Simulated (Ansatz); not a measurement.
**CH2ClI (chloroiodomethane) at revPBE/def2-SVPD (core potential)**

What is the vertical singlet–triplet gap of CH2ClI (chloroiodomethane) at revPBE/def2-SVPD (core potential)? 

The results are computed with Ansatz 0.2.0.

71 further runs of the same task are left out: 3 that didn't finish, 68 set aside as unsound or not needed.

## 1. Starting point

CH2ClI: 5 atoms, total charge 0, spin state singlet. As SMILES, `ClCI`. The coordinates come from a PBE0-D4/def2-TZVP relaxation.

Bond lengths: Cl1–C2 1.754 Å, C2–I3 2.135 Å, C2–H4 1.085 Å, C2–H5 1.085 Å. Angles: Cl1–C2–I3 113.9°, Cl1–C2–H4 109.1°, Cl1–C2–H5 109.1°, I3–C2–H4 106.6°, I3–C2–H5 106.6°, H4–C2–H5 111.6°.

## 2. The energy at revPBE/def2-SVPD (core potential)

Input file job.yaml:

```yaml
crystal:
  periodic: [false, false, false]
  atoms:
    - symbol: Cl
      position_ang: [-1.482060, 0.193760, 0.868050]
    - symbol: C
      position_ang: [-0.060630, 0.102140, -0.155090]
    - symbol: I
      position_ang: [1.553870, -1.000400, 0.702870]
    - symbol: H
      position_ang: [0.310770, 1.105040, -0.335830]
    - symbol: H
      position_ang: [-0.321930, -0.400540, -1.080000]
basis:
  gaussian: {orbitals: def2-SVPD}
hamiltonian: {xc: {name: revPBE}}
output: {orbitals: {seedname: orbitals}}
accuracy: high
```

The run is started by

```sh
$ ansatz run job.yaml --threads 1 --pin off --max-ram 3480MiB --events-out events.jsonl --progress --plain --runs-dir runs
```

The program printed:

```text
Warning: RAYON_NUM_THREADS=1 ignored (pool sized by the plan → 1); use --threads N
Functional definition: revPBE
  name "revPBE"
  parameter kappa = 1.245
  parameter beta = 0.06672455060314922
  exchange = pbe_x(kappa = kappa, mu = beta*pi^2/3)
  correlation = pbe_c(beta = beta)
2041 factors; integrals over basis functions are off by at most 4.1e-9 eV
mean field evaluation 1: about -21683.4421 eV, gradient 3.7e1 eV
mean field evaluation 2: about -21673.4017 eV, gradient 6.7e1 eV
mean field evaluation 4: about -21686.9639 eV, gradient 1.8e0 eV
mean field evaluation 8: about -21686.9716 eV, gradient 1.4e-1 eV
mean field evaluation 16: about -21686.9717 eV, gradient 1.8e-5 eV
mean field -21686.97167882 eV, -796.9815092393 hartree, gradient 5.1e-8 eV, S^2 0.000000; 0 other end points of the search recorded, 0 dependent functions left out
reference -21686.97168410 eV, -796.9815094335 hartree; 25, 25 occupied and 73, 73 virtual orbitals, 2041 factors
Total energy: -21686.97168410 eV, -796.9815094335 hartree
```

It took 7.8 s on 1 thread of Arm Neoverse V1, shared host; peak memory 0.26 GiB.

## 3. The triplet at the same level

Input file job.yaml:

```yaml
crystal:
  periodic: [false, false, false]
  atoms:
    - {symbol: Cl, position_ang: [-1.482060, 0.193760, 0.868050]}
    - {symbol: C, position_ang: [-0.060630, 0.102140, -0.155090]}
    - {symbol: I, position_ang: [1.553870, -1.000400, 0.702870]}
    - {symbol: H, position_ang: [0.310770, 1.105040, -0.335830]}
    - {symbol: H, position_ang: [-0.321930, -0.400540, -1.080000]}
basis:
  gaussian: {orbitals: def2-SVPD}
total_charge: 0
magnetization: {spin_polarized: true, initial_magnetization: 2}
hamiltonian: {xc: {name: revPBE}}
accuracy: high
output: {orbitals: {seedname: orbitals}}
```

The run is started by

```sh
$ ansatz run job.yaml --threads 1 --pin off --max-ram 3480MiB --events-out events.jsonl --progress --plain --runs-dir runs
```

The program printed, shortened:

```text
Warning: RAYON_NUM_THREADS=1 ignored (pool sized by the plan → 1); use --threads N
[... 2 set-up lines as earlier in the session ...]
[...]
2041 factors; integrals over basis functions are off by at most 4.1e-9 eV
[...]
mean field -21682.85485115 eV, -796.8302186130 hartree, gradient 4.3e-8 eV, S^2 2.002531; 12 other end points of the search recorded, 0 dependent functions left out
reference -21682.85485615 eV, -796.8302187967 hartree; 26, 24 occupied and 72, 74 virtual orbitals, 2041 factors
Total energy: -21682.85485615 eV, -796.8302187967 hartree
```

Wall time 94 s (1 thread of Arm Neoverse V1, shared host); peak memory 0.37 GiB.

## 4. Results

Level: revPBE/def2-SVPD (core potential).

| quantity | value |
| --- | --- |
| singlet: total energy | -796.98151 Eh |
| singlet: HOMO energy | -6.46 eV |
| singlet: LUMO energy | -2.33 eV |
| singlet: HOMO–LUMO gap | 4.13 eV |
| triplet: total energy | -796.83022 Eh |
| triplet: HOMO energy (highest over α and β) | -2.71 eV |
| triplet: ⟨S²⟩ | 2.003 |
| vertical energy of the triplet above the singlet | 4.117 eV |

At this shape the triplet lies 4.12 eV (95 kcal/mol) above the singlet.
